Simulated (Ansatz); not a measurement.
**SrTl: a trigonal deformation path**

One table from this session's results is given with a row withheld; the runs are named, their logs left out.

Computed with Ansatz 0.2.0 (DFT PBEsol, scalar-relativistic, plane waves, PAW, unless a step's input says otherwise).

## The system as given

It takes space group Pm-3m (No. 221, cubic). The conventional cell has a = 4.032 Å, b = 4.032 Å, c = 4.032 Å, α = 90.00°, β = 90.00°, γ = 90.00°. Around Sr (site symmetry m-3m) lie 8 Tl at 3.49 Å. Around Tl (site symmetry m-3m) lie 8 Sr at 3.49 Å.

Structure file:

```xyz
2
Lattice="4.0320 0.0000 0.0000 0.0000 4.0320 0.0000 0.0000 0.0000 4.0320" Properties=species:S:1:pos:R:3 pbc="T T T"
Sr    0.0000    0.0000    0.0000
Tl    2.0160    2.0160    2.0160
```

The cell is taken as given, not relaxed at this level.

## The reference cell

Reference values: F = -14788.8490 eV; pressure -0.27 GPa; largest force 0.000 eV/Å; gap on the mesh none (metal). It was computed beforehand with the settings of the runs below.

Set-up of the first run:

At fixed volume and fractional coordinates, lengths along (0.577, 0.577, 0.577) are scaled against those across it; ρ is that ratio over its starting value.

Input file input.yaml:

```yaml
crystal:
  lattice:
    - [4.2333347276, -0.8466669455, -0.8466669455]
    - [-0.8466669455, 4.2333347276, -0.8466669455]
    - [-0.8466669455, -0.8466669455, 4.2333347276]
  atoms:
    - { symbol: Sr, position: [0.0, 0.0, 0.0] }
    - { symbol: Tl, position: [0.5, 0.5, 0.5] }
basis:
  ecutwfc: 420
kpoints:
  mp_grid: { grid: [14, 14, 14] }
hamiltonian:
  xc: pbesol
scf:
  occupations: { method: gaussian, width: 0.15 }
output:
  forces: true
  stress: true
  eigenvalues: true
```

The run is started by

```console
$ ansatz run input.yaml --threads 1 --pin off --max-ram 2560MiB --backend cpu --events-out ev --progress --plain --runs-dir out
```

Among the steps run: ρ = 0.500; Point ρ = 2.000; At ρ = 0.710; Point ρ = 1.410; ρ = 0.600; Point ρ = 0.850; ρ = 1.200; At ρ = 1.700; At ρ = 0.930; At ρ = 1.080.

One table of the session follows, with a row left open; its other results are not shown here.

The scan, with free energies counted from the undisturbed cell:

```
    ρ  ΔE (meV/atom)  pressure (GPa)
0.500         4100.3            40.0
0.600         1702.9            16.4
0.710          625.0             6.3
0.850          118.4             1.1
0.930           21.4             0.0
1.000            0.0            -0.3
1.080           19.3             0.0
1.200              ?               ?
1.410          228.8             2.9
1.700          353.7             4.5
2.000          396.2             5.1
```

**Question.** Estimate the row for ρ = 1.200.

Worked estimate for «ΔE (meV/atom)». A straight line through the neighbours (1.080, 19.3) and (1.410, 228.8) gives 19.3 + (228.8 − 19.3) × (1.200 − 1.080) / (1.410 − 1.080) = 95.5; a parabola fitted to 4 rows on both sides gives 107.9.

**Answer.** ΔE (meV/atom): 89.6; pressure (GPa): 1.0. In «ΔE (meV/atom)» the line misses by +5.9 and the parabola by +18.3.
